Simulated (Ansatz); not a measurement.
Born–Oppenheimer molecular dynamics of a periodic cell of 16 atoms, Na (start crystal Na, start structure bcc, volume 1.05 times the crystal's). It starts from a structure without forces on its atoms.

The calculation used DFT LDA, scalar-relativistic, plane waves, PAW in Ansatz. Settings: accuracy low, cutoff 420 eV, k mesh 1x1x1, fermi-dirac smearing 0.16 eV, no spin polarisation.

```json
{
 "ensemble": "NVT, Langevin thermostat",
 "time step": "2 fs",
 "steps asked": "250",
 "set temperature": "1800 K",
 "friction": "0.02 /fs",
 "seed": "920003"
}
```

First frame:

```xyz
16
Lattice="8.5987 0.0000 0.0000 0.0000 8.5987 0.0000 0.0000 0.0000 8.5987" Properties=species:S:1:pos:R:3
Na 0.000 0.000 0.000
Na 4.299 0.000 0.000
Na 0.000 4.299 0.000
Na 0.000 0.000 4.299
Na 2.150 2.150 2.150
Na 4.299 4.299 0.000
Na 4.299 0.000 4.299
Na 6.449 2.150 2.150
Na 0.000 4.299 4.299
Na 2.150 6.449 2.150
Na 2.150 2.150 6.449
Na 4.299 4.299 4.299
Na 6.449 6.449 2.150
Na 6.449 2.150 6.449
Na 2.150 6.449 6.449
Na 6.449 6.449 6.449
```

Task: What does the run give?

Result: All steps were run.

```yaml
steps_done: 250
time_covered: 500 fs
mean_temperature_over_the_second_half: 1805 K
spread_of_the_potential_energy_over_the_second_half: 12.2 meV per atom
mean_potential_energy_of_the_second_half_above_the_start: 183.0 meV per atom
```

A run of 0.5 ps of so small a system gives no equilibrium averages. Limits of this set-up: coarse k mesh, low accuracy level.

Task: What happens to the structure?

Result: Mean squared displacements from the first frame to the last, about the centre of mass: Na 3.59 Å². This is one draw of velocities; another would differ in detail.

Task: How do temperature and energy run in time?

Result: 
```
time (fs)  T (K)  potential energy less start (eV)
      0.0   1688                             0.000
     40.0   2302                             1.018
     80.0   1432                             3.102
    120.0   1569                             2.054
    160.0   1382                             2.411
    200.0   1545                             2.793
    240.0   2282                             2.911
    280.0   2033                             2.957
    320.0   1013                             3.009
    360.0   2009                             3.036
    400.0   1758                             3.111
    440.0   2279                             2.530
    480.0   1433                             2.937
```

Time of the run: 7.3 min on 1 CPU thread of a shared host.
